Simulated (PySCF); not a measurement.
# C2H5BrO: NMR shieldings, spin-spin couplings, relativistic core levels, part 2 of 2

PySCF 2.14.0. Atoms count from 0. The steps go on from the part before.

### Step 7. Spin-spin couplings: PBE/pcJ-1 Br:dyall-v2z, non-relativistic

Job settings and geometry (Å):

```
{"job": {"kind": "hj", "xc": "PBE", "basis": {"default": "pcJ-1", "Br": "dyall-v2z"}, "rel": "nr", "atoms": [3]}, "charge": 0, "multiplicity": 1}
O     -1.558268     0.285368    -0.206202
C     -0.391190    -0.424263    -0.469249
C      0.724436    -0.118291     0.506264
Br     1.223617     1.766496     0.405073
H     -1.330895     1.224317    -0.224235
H     -0.632072    -1.497012    -0.370045
H     -0.022291    -0.270268    -1.503370
H      1.634711    -0.692470     0.290027
H      0.409173    -0.288235     1.543807
```

Level: PBE/pcJ-1 Br:dyall-v2z indirect spin-spin coupling, non-relativistic, Gaussian nuclei, gas phase.

Standard output:

```text
non-relativistic SCF
coarse grid: 35232 points
cycle   1  E = -2727.9199993051  dE = -2.108e+01  |g| = 2.686e+00  |ddm| = 2.395e+00
cycle   2  E = -2727.6458836340  dE =  2.741e-01  |g| = 1.792e+00  |ddm| = 2.146e+00
cycle   3  E = -2727.7880192696  dE = -1.421e-01  |g| = 1.288e+00  |ddm| = 2.351e+00
cycle   4  E = -2728.0417739197  dE = -2.538e-01  |g| = 1.933e-01  |ddm| = 8.532e-01
cycle   5  E = -2728.0440855849  dE = -2.312e-03  |g| = 6.958e-02  |ddm| = 1.031e-01
cycle   6  E = -2728.0446352911  dE = -5.497e-04  |g| = 2.091e-02  |ddm| = 5.409e-02
cycle   7  E = -2728.0447324972  dE = -9.721e-05  |g| = 5.977e-03  |ddm| = 2.511e-02
cycle   8  E = -2728.0447411649  dE = -8.668e-06  |g| = 2.069e-03  |ddm| = 6.130e-03
final grid: 73560 points
cycle   9  E = -2728.0447233275  dE =  2.271e-06  |g| = 3.872e-03  |ddm| = 5.257e-03
cycle  10  E = -2728.0447139959  dE =  9.332e-06  |g| = 7.622e-03  |ddm| = 9.006e-03
cycle  11  E = -2728.0447265351  dE = -1.254e-05  |g| = 6.238e-04  |ddm| = 6.107e-03
cycle  12  E = -2728.0447266161  dE = -8.105e-08  |g| = 4.510e-05  |ddm| = 5.356e-04
cycle  13  E = -2728.0447266166  dE = -4.520e-10  |g| = 1.131e-05  |ddm| = 6.092e-05
converged SCF energy = -2728.0447266166
two-component SCF
cycle   1  E = -2728.0447266166  dE = -2.728e+03  |FDS-SDF| = 1.131e-05
cycle   2  E = -2728.0447266165  dE =  3.774e-11  |FDS-SDF| = 1.783e-05
converged, E = -2728.0447266165

Indirect spin-spin couplings
  i        j     bonds      J/Hz   K/1e19 T2/J   anisotropy/Hz
  3  79Br   0  17O    3        4.83      -11.80       -16.0
  3  79Br   1  13C    2        4.42        5.82        22.0
  3  79Br   2  13C    1      -63.68      -83.84        69.0
  3  79Br   4   1H    4       -1.95       -0.65        -7.9
  3  79Br   5   1H    3       14.81        4.91        50.0
  3  79Br   6   1H    3       11.64        3.85         8.2
  3  79Br   7   1H    2       20.77        6.88       -29.0
  3  79Br   8   1H    2       23.83        7.89       -27.1
```

Wall time 10 s (1 thread of Arm Neoverse V1, shared host); peak memory 0.78 GiB.

### Step 8. NMR shieldings: PBE/pcJ-1 Br:dyall-v2z, spin-free

The job, as its differences from that of step 7:

```diff
@@ -1,2 +1,2 @@
-{"job": {"kind": "hj", "xc": "PBE", "basis": {"default": "pcJ-1", "Br": "dyall-v2z"}, "rel": "nr", "atoms": [3]}, "charge": 0, "multiplicity": 1}
+{"job": {"kind": "hnmr", "xc": "PBE", "basis": {"default": "pcJ-1", "Br": "dyall-v2z"}, "rel": "sf"}, "charge": 0, "multiplicity": 1}
 O     -1.558268     0.285368    -0.206202
```

With the program's defaults for keys left out, this is: PBE/pcJ-1 Br:dyall-v2z GIAO NMR shielding, spin-free X2C, Gaussian nuclei, gas phase.

Standard output:

```text
spin-free SCF
coarse grid: 35232 points
cycle   1  E = -2760.2150242925  dE =  1.947e-01  |g| = 7.507e-01  |ddm| = 2.314e+00
cycle   2  E = -2759.9551971550  dE =  2.598e-01  |g| = 1.366e+00  |ddm| = 2.112e+00
cycle   3  E = -2760.3011831266  dE = -3.460e-01  |g| = 1.458e-01  |ddm| = 1.739e+00
cycle   4  E = -2760.3043928323  dE = -3.210e-03  |g| = 7.236e-02  |ddm| = 1.837e-01
cycle   5  E = -2760.3054395398  dE = -1.047e-03  |g| = 2.957e-02  |ddm| = 7.298e-02
cycle   6  E = -2760.3056573677  dE = -2.178e-04  |g| = 9.661e-03  |ddm| = 3.683e-02
cycle   7  E = -2760.3056718355  dE = -1.447e-05  |g| = 1.134e-03  |ddm| = 7.953e-03
cycle   8  E = -2760.3056719669  dE = -1.314e-07  |g| = 4.971e-04  |ddm| = 1.128e-03
final grid: 73560 points
cycle   9  E = -2760.3058579479  dE = -8.459e-08  |g| = 1.206e-03  |ddm| = 1.804e-03
cycle  10  E = -2760.3058577934  dE =  1.545e-07  |g| = 1.088e-03  |ddm| = 1.376e-03
cycle  11  E = -2760.3058580312  dE = -2.378e-07  |g| = 3.975e-04  |ddm| = 1.077e-03
cycle  12  E = -2760.3058580657  dE = -3.451e-08  |g| = 8.206e-05  |ddm| = 3.027e-04
cycle  13  E = -2760.3058580675  dE = -1.750e-09  |g| = 2.107e-05  |ddm| = 9.871e-05
converged SCF energy = -2760.3058580675
check of the scalar solution
cycle   1  E = -2760.3058580675  dE = -2.760e+03  |FDS-SDF| = 2.107e-05
cycle   2  E = -2760.3058580672  dE =  2.560e-10  |FDS-SDF| = 3.766e-05
converged, E = -2760.3058580672

Field gradients (au) and densities at the nuclei (bohr^-3)
atom        Vxx        Vyy        Vzz        centre      nuclear mean
  0 O      0.0949     1.7918    -1.8868        311.482        311.472
  1 C     -0.0805    -0.2024     0.2829        126.042        126.040
  2 C     -0.2030    -0.2293     0.4323        126.168        126.166
  3 Br    -3.5534    -4.2263     7.7797      40848.616      40788.682
  4 H     -0.1849    -0.2523     0.4372          0.468          0.468
  5 H     -0.1276    -0.1425     0.2701          0.484          0.484
  6 H     -0.1227    -0.1379     0.2606          0.486          0.486
  7 H     -0.1338    -0.1469     0.2807          0.480          0.480
  8 H     -0.1323    -0.1469     0.2792          0.480          0.480
without picture change
  3 Br                           8.0443                     66307.404

Core orbital energies (eV)
atom   shell        mean    spread
  3 Br 1s       -13301.001   0.000
  3 Br 2s        -1730.100   0.000
  3 Br 3s         -236.742   0.000
  3 Br 4s          -20.025   0.000
  3 Br 2p        -1525.918   0.124
  3 Br 3p         -172.259   0.392
  3 Br 3d          -65.593   0.385

Shielding tensors (ppm)
atom      isotropic    diamagn.    paramagn.     s11        s22        s33       span
  0 O       291.11      388.98      -97.88     260.31     300.60     312.42      52.11
  1 C       111.35      242.23     -130.88      92.55     105.23     136.25      43.70
  2 C       125.30      247.65     -122.35      87.50     137.08     151.32      63.81
  3 Br     2370.58     3136.86     -766.28    1786.90    2257.51    3067.32    1280.43
  4 H        29.91       30.75       -0.84      18.88      31.17      39.68      20.80
  5 H        27.45       28.08       -0.63      22.97      26.79      32.58       9.62
  6 H        27.55       28.44       -0.90      22.55      26.89      33.20      10.65
  7 H        27.76       28.99       -1.23      21.02      27.00      35.25      14.23
  8 H        27.71       28.84       -1.13      21.09      26.02      36.01      14.92
```

Run time: 13 s. Hardware: 1 thread of Arm Neoverse V1, shared host; peak memory 0.91 GiB.

### Step 9. Spin-spin couplings: PBE/pcJ-1 Br:dyall-v2z, spin-free

The job, as its differences from that of step 8:

```diff
@@ -1,2 +1,2 @@
-{"job": {"kind": "hnmr", "xc": "PBE", "basis": {"default": "pcJ-1", "Br": "dyall-v2z"}, "rel": "sf"}, "charge": 0, "multiplicity": 1}
+{"job": {"kind": "hj", "xc": "PBE", "basis": {"default": "pcJ-1", "Br": "dyall-v2z"}, "rel": "sf", "atoms": [3]}, "charge": 0, "multiplicity": 1}
 O     -1.558268     0.285368    -0.206202
```

Level: PBE/pcJ-1 Br:dyall-v2z indirect spin-spin coupling, X2C without spin-orbit coupling, Gaussian nuclei, gas phase.

Standard output:

```text
spin-free SCF
coarse grid: 35232 points
cycle   1  E = -2760.2150242925  dE =  1.947e-01  |g| = 7.507e-01  |ddm| = 2.314e+00
cycle   2  E = -2759.9551971550  dE =  2.598e-01  |g| = 1.366e+00  |ddm| = 2.112e+00
cycle   3  E = -2760.3011831266  dE = -3.460e-01  |g| = 1.458e-01  |ddm| = 1.739e+00
cycle   4  E = -2760.3043928323  dE = -3.210e-03  |g| = 7.236e-02  |ddm| = 1.837e-01
cycle   5  E = -2760.3054395398  dE = -1.047e-03  |g| = 2.957e-02  |ddm| = 7.298e-02
cycle   6  E = -2760.3056573677  dE = -2.178e-04  |g| = 9.661e-03  |ddm| = 3.683e-02
cycle   7  E = -2760.3056718355  dE = -1.447e-05  |g| = 1.134e-03  |ddm| = 7.953e-03
cycle   8  E = -2760.3056719669  dE = -1.314e-07  |g| = 4.971e-04  |ddm| = 1.128e-03
final grid: 73560 points
cycle   9  E = -2760.3058579479  dE = -8.459e-08  |g| = 1.206e-03  |ddm| = 1.804e-03
cycle  10  E = -2760.3058577934  dE =  1.545e-07  |g| = 1.088e-03  |ddm| = 1.376e-03
cycle  11  E = -2760.3058580312  dE = -2.378e-07  |g| = 3.975e-04  |ddm| = 1.077e-03
cycle  12  E = -2760.3058580657  dE = -3.451e-08  |g| = 8.206e-05  |ddm| = 3.027e-04
cycle  13  E = -2760.3058580675  dE = -1.750e-09  |g| = 2.107e-05  |ddm| = 9.871e-05
converged SCF energy = -2760.3058580675
two-component SCF
cycle   1  E = -2760.3058580677  dE = -2.760e+03  |FDS-SDF| = 2.107e-05
cycle   2  E = -2760.3058580674  dE =  2.242e-10  |FDS-SDF| = 3.766e-05
converged, E = -2760.3058580674

Indirect spin-spin couplings
  i        j     bonds      J/Hz   K/1e19 T2/J   anisotropy/Hz
  3  79Br   0  17O    3        5.76      -14.06       -17.2
  3  79Br   1  13C    2        4.58        6.02        23.2
  3  79Br   2  13C    1      -74.87      -98.57        67.7
  3  79Br   4   1H    4       -2.05       -0.68        -8.7
  3  79Br   5   1H    3       13.82        4.58        53.7
  3  79Br   6   1H    3       12.14        4.02         9.5
  3  79Br   7   1H    2       23.48        7.78       -30.0
  3  79Br   8   1H    2       26.69        8.84       -28.2
```

Wall time 20 s (1 thread of Arm Neoverse V1, shared host); peak memory 0.78 GiB.

### Step 10. Shieldings side by side

```csv
run,Br3,C2,C1,O0,H5,H6,H7,time
"step 3, PBE/pcJ-1 Br:dyall-v2z, spin–orbit",2681.6,136.2,113.6,293.3,27.6,27.4,27.8,34 s
"step 6, PBE/pcJ-1 Br:dyall-v2z, non-relativistic",2368.8,126.8,111.6,291.2,27.5,27.6,27.8,9.9 s
"step 8, PBE/pcJ-1 Br:dyall-v2z, spin-free",2370.6,125.3,111.3,291.1,27.4,27.5,27.8,13 s
```

### Step 11. Outcome

This closing draws on all 2 parts.

| quantity | value |
| --- | --- |
| point group | C1 |
| rotational constants (main isotopes) | 11.97, 2.39, 2.11 GHz |
| energy from spin-orbit coupling (step 3, PBE/pcJ-1 Br:dyall-v2z, spin–orbit) | -0.0783 Eh |
| shieldings (step 3, PBE/pcJ-1 Br:dyall-v2z, spin–orbit) | O0 293.3, C1 113.6, C2 136.2, Br3 2681.6 ppm |
| surface potential, 1st and 99th percentile | -1.45 V and 1.52 V |
| energy from spin-orbit coupling (step 4, PBE/pcJ-1 Br:dyall-v2z, spin–orbit) | -0.0783 Eh |
| largest reduced coupling (step 4, PBE/pcJ-1 Br:dyall-v2z, spin–orbit) | Br3–C2: J = -64.2 Hz, K = -84·10¹⁹ T²/J |
| Br3 3d5/2 binding energy (step 5, PBE/pcJ-1 Br:dyall-v2z, spin–orbit) | 76.0 eV, 3d3/2 77.0 eV |
| energy from spin-orbit coupling (step 5, PBE/pcJ-1 Br:dyall-v2z, spin–orbit) | -0.0783 Eh |
| shieldings (step 6, PBE/pcJ-1 Br:dyall-v2z, non-relativistic) | O0 291.2, C1 111.6, C2 126.8, Br3 2368.8 ppm |
| largest reduced coupling (step 7, PBE/pcJ-1 Br:dyall-v2z, non-relativistic) | Br3–C2: J = -63.7 Hz, K = -84·10¹⁹ T²/J |
| shieldings (step 8, PBE/pcJ-1 Br:dyall-v2z, spin-free) | O0 291.1, C1 111.3, C2 125.3, Br3 2370.6 ppm |
| largest reduced coupling (step 9, PBE/pcJ-1 Br:dyall-v2z, spin-free) | Br3–C2: J = -74.9 Hz, K = -99·10¹⁹ T²/J |

In words: The optimisation took 6 steps and gained 0.065 eV; among the close pairs (by a distance rule), O0–C1 changed most, from 1.366 to 1.391 Å. No frequency check was run at this level, so the end point may be a saddle. In step 3, Br3 has the widest tensor, 1119 ppm. By nearest atom (PBE/dyall-v2z+pcJ-1), the HOMO sits on O0 62 %; H6 10 % and the LUMO on Br3 46 %; C2 32 %. Br3 moves most between the runs, by 313 ppm; the labels say what changes from run to run.
